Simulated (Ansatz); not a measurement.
The system is SiO.

```xyz
2
Lattice="2.8070 0.0000 0.0000 0.0000 2.8070 0.0000 0.0000 0.0000 2.8070" Properties=species:S:1:pos:R:3 pbc="T T T"
Si    0.0000    0.0000    0.0000
O     1.4035    1.4035    1.4035
```

The cell was built by a generator and needn't be a form met in nature.

Program: Ansatz 0.2.0. Alike in all runs: potentials or basis Ansatz PAW; no spin polarisation; cell as given; k mesh 5 × 5 × 5; smearing fermi-dirac 0.05 eV; the mesh is coarse, so values aren't converged.

Question: Order these runs on this cell by their pressure, lowest first.
A. level r2SCAN0; cutoff (eV) 500
B. level HSEsol; cutoff (eV) 420; points for each segment of the path 4
C. level r2SCANh; cutoff (eV) 500

Answer: B (-4.7 GPa), A (-1.3 GPa), C (0.7 GPa).

Caveats: all runs use coarse meshes; the PAW data sets come from PBE, with cores solved anew for the run's functional, which leaves a small shift of forces and pressure; the thresholds are loose for stress.
